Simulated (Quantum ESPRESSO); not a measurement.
The system is Tl4Ge.

```
Tl Ge
1.0
    -3.34457    3.34457    3.34457
     3.34457   -3.34457    3.34457
     3.34457    3.34457   -3.34457
Tl Ge
4 1
Direct
  0.00000 0.00000 0.50000
  0.50000 0.00000 0.00000
  0.00000 0.50000 0.00000
  0.50000 0.50000 0.50000
  0.00000 0.00000 0.00000
```

The cell was built by a generator and needn't be a form met in nature.

Base run:

| Quantity | Value |
| --- | --- |
| Program | Quantum ESPRESSO 7.5 |
| Functional | PBE |
| Potentials or basis | SSSP 1.3 efficiency PBE |
| Cutoff | 748 eV |
| Density cutoff | 5987 eV |
| k mesh | 6 × 6 × 6 |
| Occupations | fermi-dirac, width 0.05 eV |
| Spin | no spin polarisation |

Its results: band gap on the k mesh none (metal or under the smearing width); pressure 3.8 GPa.

**Question.** The run is repeated on the same cell with these changes: functional from PBE to vdW-DF2; occupations from fermi-dirac, width 0.05 eV to fermi-dirac, width 0.2 eV. What comes out?

**Answer.** Band gap on the k mesh none (metal or under the smearing width); pressure 8.9 GPa.

Caveats: the potentials were made for another functional, which shifts forces and pressure (some runs); some levels on the path didn't converge (some runs); spin-orbit coupling is left out, which moves the levels of the heavy elements (some runs).
